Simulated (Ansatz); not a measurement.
# GaBHCl (triplet): wave-function methods side by side at distance Ga2–Cl3 = 2.287 Å, cc-pVDZ

An exercise on one series of results from a longer session: the logs are not shown, and one member is left open.

The runs use Ansatz 0.2.0, Gaussian basis; cc-pVDZ, core rule «outside noble gas», up to 20 orbitals frozen.

The runs, in order: UHF; CCSD(T) on ROHF; CCSD(T) on UHF; BCCD(T) on ROHF; CISD; CCSDT(Q) on ROHF; CCSDT(Q) on UHF; CASSCF and MRCISD+Q, 4 electrons in 4 orbitals; CASSCF and NEVPT2, 4 electrons in 4 orbitals.

40 further runs of the same task are left out: 1 for a known fault of the program, 34 that didn't finish, 5 set aside as unsound or not needed.

## The geometry

The geometry derives from a PBE0/def2-TZVP stationary point (not a proven minimum). One bond is set to the value named and the two fragments are kept rigid. No spin-orbit coupling is included. The filled d shell of Ga may be among the frozen orbitals whatever the setting's name suggests; the logs give the count.

4 atoms, charge 0, spin multiplicity 3.

Atoms are counted from 1 here; the program's logs count them from 0.

Bond lengths: B1–Ga2 1.909 Å, B1–H4 1.183 Å, Ga2–Cl3 2.287 Å. Angles: Ga2–B1–H4 148.6°, B1–Ga2–Cl3 161.5°.

The first run:

File in.yaml:

```yaml
crystal:
  periodic: [false, false, false]
  atoms:
    - {symbol: B, position_ang: [0.000000, -0.338052, 2.349951]}
    - {symbol: Ga, position_ang: [0.000000, 0.102903, 0.493011]}
    - {symbol: Cl, position_ang: [0.000000, -0.100097, -1.784962]}
    - {symbol: H, position_ang: [0.000000, 0.028489, 3.475138]}
basis:
  gaussian: {orbitals: cc-pVDZ}
magnetization: {spin_polarized: true, initial_magnetization: 2}
hamiltonian: {xc: hf}
output: {orbitals: {seedname: orbitals}}
```

Launch:

```console
$ ansatz run in.yaml --threads 1 --pin off --events-out ev --progress --plain --max-ram 2393MiB
```

Among the steps run: UHF; CCSD(T) on ROHF; CCSD(T) on UHF; BCCD(T) on ROHF; CISD; CCSDT(Q) on ROHF; CCSDT(Q) on UHF; CASSCF and MRCISD+Q, 4 electrons in 4 orbitals; CASSCF and NEVPT2, 4 electrons in 4 orbitals.

One of the session's tables, all rows but one given; the rest of the session is left out.

```
       method  from UCCSDT(Q) (meV)
         ROHF                     ?
          UHF               +7767.7
         RMP2               +1178.5
         UMP2               +1210.2
        RCCSD                +290.0
        UCCSD                +282.6
     RCCSD(T)                 +62.3
     UCCSD(T)                 +59.8
      BCCD(T)                 +62.1
       RCCSDT                 +23.8
       UCCSDT                 +20.2
    RCCSDT(Q)                  +4.6
    UCCSDT(Q)                     0
  CASSCF pair               +7530.5
  NEVPT2 pair               +1279.5
  MRCISD pair                +956.3
MRCISD+Q pair                +159.1
```

Q: Estimate the row for ROHF from the others.

**Answer.** from UCCSDT(Q) (meV): +7914.1. In the column «from UCCSDT(Q) (meV)» it is the highest.

Not comparable, so not listed: CISD (they don't share determinant, frozen orbitals or solution with the rows shown, or repeat one).

Caveats from the session: Restricted and unrestricted rows rest on different reference determinants; where their highest levels disagree by more than a few hundredths of an eV, they describe different states and don't form one ladder.
